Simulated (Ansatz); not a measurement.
# La2Mg3: what a guessed cell relaxes into

The task: take a trial cell of La2Mg3 to zero force and stress.

Method: DFT PBE, scalar-relativistic, plane waves, PAW, in Ansatz 0.2.0.

### 1 The structure to begin with

Symmetry: Pm-3m, No. 221, cubic system. The conventional cell has a = 4.117 Å, b = 4.117 Å, c = 4.117 Å, α = 90.00°, β = 90.00°, γ = 90.00°. Around La (site symmetry m-3m) lie 12 Mg at 2.91 Å. Around La (site symmetry m-3m) lie 6 Mg at 2.06 Å. Mg (site symmetry 4/mmm) has 2 La at 2.06 Å as nearest neighbours.

Coordinates:

```xyz
5
Lattice="4.1168 0.0000 0.0000 0.0000 4.1168 0.0000 0.0000 0.0000 4.1168" Properties=species:S:1:pos:R:3 pbc="T T T"
La    0.0000    0.0000    0.0000
La    2.0584    2.0584    2.0584
Mg    0.0000    2.0584    2.0584
Mg    2.0584    0.0000    2.0584
Mg    2.0584    2.0584    0.0000
```

A structure generator made this guess: random cell by space group and Wyckoff sites (Pm-3m, No. 221). Its size is a rough estimate.

### 2 A first look at the guess

input.yaml

```yaml
crystal:
  lattice:
    - [4.11678132, 0.0, 0.0]
    - [0.0, 4.11678132, 0.0]
    - [0.0, 0.0, 4.11678132]
  atoms:
    - { symbol: La, position: [0.0, 0.0, 0.0] }
    - { symbol: La, position: [0.5, 0.5, 0.5] }
    - { symbol: Mg, position: [0.0, 0.5, 0.5] }
    - { symbol: Mg, position: [0.5, 0.0, 0.5] }
    - { symbol: Mg, position: [0.5, 0.5, 0.0] }
basis:
  ecutwfc: 420
kpoints:
  mp_grid: { grid: [4, 4, 4] }
hamiltonian:
  xc: pbe
scf:
  occupations: { method: gaussian, width: 0.1 }
  lower_state_search: "off"
output:
  forces: true
  stress: true
  eigenvalues: true
```

Launch:

```bash
$ ansatz run input.yaml --threads 1 --pin off --max-ram 2048MiB --backend cpu --events-out ev --progress --plain --runs-dir out
```

Further runs follow: a loose first relaxation; full relaxation.

**Question.** What will these runs give? Wanted: conventional cell; volume; energy over the elements; gap on the mesh.

The runs gave:

| quantity | value |
| --- | --- |
| symmetry at the end (tolerance 0.05 Å) | space group Pm-3m (No. 221) |
| conventional cell | a = 5.684 Å, b = 5.684 Å, c = 5.684 Å, α = 90.00°, β = 90.00°, γ = 90.00° |
| volume | 36.72 Å³/atom |
| energy over the elements | +0.74 eV/atom |
| gap on the mesh | none (metal) |

The space group Pm-3m (No. 221) is kept, and the volume per atom grows by 163.2 % from the first guess. The formation energy is positive, so the separate elements lie lower. No finished test with a distortion of lower symmetry is shown, so the end may be a saddle point. Spin-orbit coupling is left out for La.
